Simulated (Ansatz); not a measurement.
# CH₇NOSi₂: one species, many methods

An exercise on one series of results from a longer session: the logs are not shown, and one member is left open.

Program: Ansatz 0.2.0, Gaussian basis. Level of theory: functionals in def2-TZVPP, the program's frozen cores in correlated methods. These are calculated values, not measurements.

Levels to be run: PBE-D4, r2SCAN-D4, PBE0-D4, B3LYP-D4, ωB97X-V, ωB97M-V, B2PLYP; CCSD(T)/def2-TZVPP; MP2/def2-QZVPP; extrapolation to the limit.

## Structure used throughout

All runs share one geometry, relaxed beforehand with PBE0-D4 in a triple-zeta def2 set.

SMILES `[SiH3]N[SiH]1CO1`, 12 atoms, charge 0, spin multiplicity 1.

Atoms are counted from 1 here; the program's logs count them from 0.

Bond lengths: Si1–N2 1.734 Å, Si1–H6 1.483 Å, Si1–H7 1.487 Å, Si1–H8 1.487 Å, N2–Si3 1.701 Å, N2–H9 1.012 Å, Si3–C4 1.799 Å, Si3–O5 1.648 Å, Si3–H10 1.475 Å, C4–O5 1.497 Å, C4–H11 1.089 Å, C4–H12 1.088 Å. Angles: N2–Si1–H6 107.0°, N2–Si1–H7 111.2°, N2–Si1–H8 111.3°, H6–Si1–H7 109.9°, H6–Si1–H8 109.6°, H7–Si1–H8 107.9°, Si1–N2–Si3 128.8°, Si1–N2–H9 116.0°, Si3–N2–H9 115.2°, N2–Si3–C4 124.6°, N2–Si3–O5 119.6°, N2–Si3–H10 108.5°, C4–Si3–O5 51.3°, C4–Si3–H10 123.4°, O5–Si3–H10 118.0°, Si3–C4–O5 59.2°, Si3–C4–H11 122.1°, Si3–C4–H12 123.6° and more.

Geometry (Å):

```xyz
12
CH7NOSi2
Si   -0.49685   -1.24179    1.83768
N    -0.23999    0.08735    0.75461
Si    0.41665    0.07287   -0.81465
C     0.24315    1.40823   -2.00739
O     1.51886    1.21977   -1.24696
H    -0.02924   -2.46521    1.14237
H     0.26239   -1.05771    3.10250
H    -1.93550   -1.38362    2.18543
H    -0.47924    1.00309    1.11273
H     0.68581   -1.32589   -1.19583
H    -0.24508    2.34903   -1.75667
H     0.37593    1.27869   -3.07982
```

The first run:

Contents of in.yaml:

```yaml
crystal:
  periodic: [false, false, false]
  atoms:
    - {symbol: Si, position_ang: [-0.496853, -1.241790, 1.837681]}
    - {symbol: N, position_ang: [-0.239990, 0.087354, 0.754612]}
    - {symbol: Si, position_ang: [0.416648, 0.072867, -0.814653]}
    - {symbol: C, position_ang: [0.243152, 1.408228, -2.007385]}
    - {symbol: O, position_ang: [1.518863, 1.219766, -1.246964]}
    - {symbol: H, position_ang: [-0.029236, -2.465207, 1.142371]}
    - {symbol: H, position_ang: [0.262395, -1.057712, 3.102496]}
    - {symbol: H, position_ang: [-1.935496, -1.383616, 2.185431]}
    - {symbol: H, position_ang: [-0.479239, 1.003090, 1.112733]}
    - {symbol: H, position_ang: [0.685815, -1.325894, -1.195835]}
    - {symbol: H, position_ang: [-0.245084, 2.349028, -1.756671]}
    - {symbol: H, position_ang: [0.375927, 1.278685, -3.079818]}
basis:
  gaussian: {orbitals: def2-TZVPP}
hamiltonian: {xc: pbe, dispersion: d4}
output: {forces: true, orbitals: {seedname: orbitals}}
```

The run is started by

```sh
> ansatz run in.yaml --threads 4 --pin off --events-out ev --progress --plain --max-ram 10444MiB
```

Steps of the session up to this table: PBE-D4 (GGA); r2SCAN-D4 (meta-GGA); PBE0-D4 (hybrid); B3LYP-D4 (hybrid); ωB97X-V (range-separated); ωB97M-V (range-separated); B2PLYP (double hybrid); CCSD(T) in def2-TZVPP; MP2 in def2-QZVPP.

One of the session's tables, all rows but one given; the rest of the session is left out.

| method | atomisation energy (eV) |
| --- | --- |
| PBE-D4 | 44.239 |
| r2SCAN-D4 | 43.780 |
| PBE0-D4 | 43.494 |
| B3LYP-D4 | 43.786 |
| ωB97X-V | 44.122 |
| ωB97M-V | 43.997 |
| B2PLYP | 43.291 |
| HF/def2-TZVPP | 31.110 |
| MP2/def2-TZVPP | 43.129 |
| CCSD/def2-TZVPP | 41.890 |
| CCSD(T)/def2-TZVPP | 42.536 |
| MP2/CBS | 44.482 |
| CCSD(T)/CBS | ? |

**Question.** Estimate the row for CCSD(T)/CBS.

The run gave: atomisation energy (eV): 43.889. In the column «atomisation energy (eV)» it lies between B3LYP-D4 (43.786) and ωB97M-V (43.997).

Caveats from the session: Free atoms (2 Si, 1 N, 1 C, 1 O, 7 H) were run apart at each level; the atomisation energy is their sum less the molecule, without zero-point or spin-orbit terms.
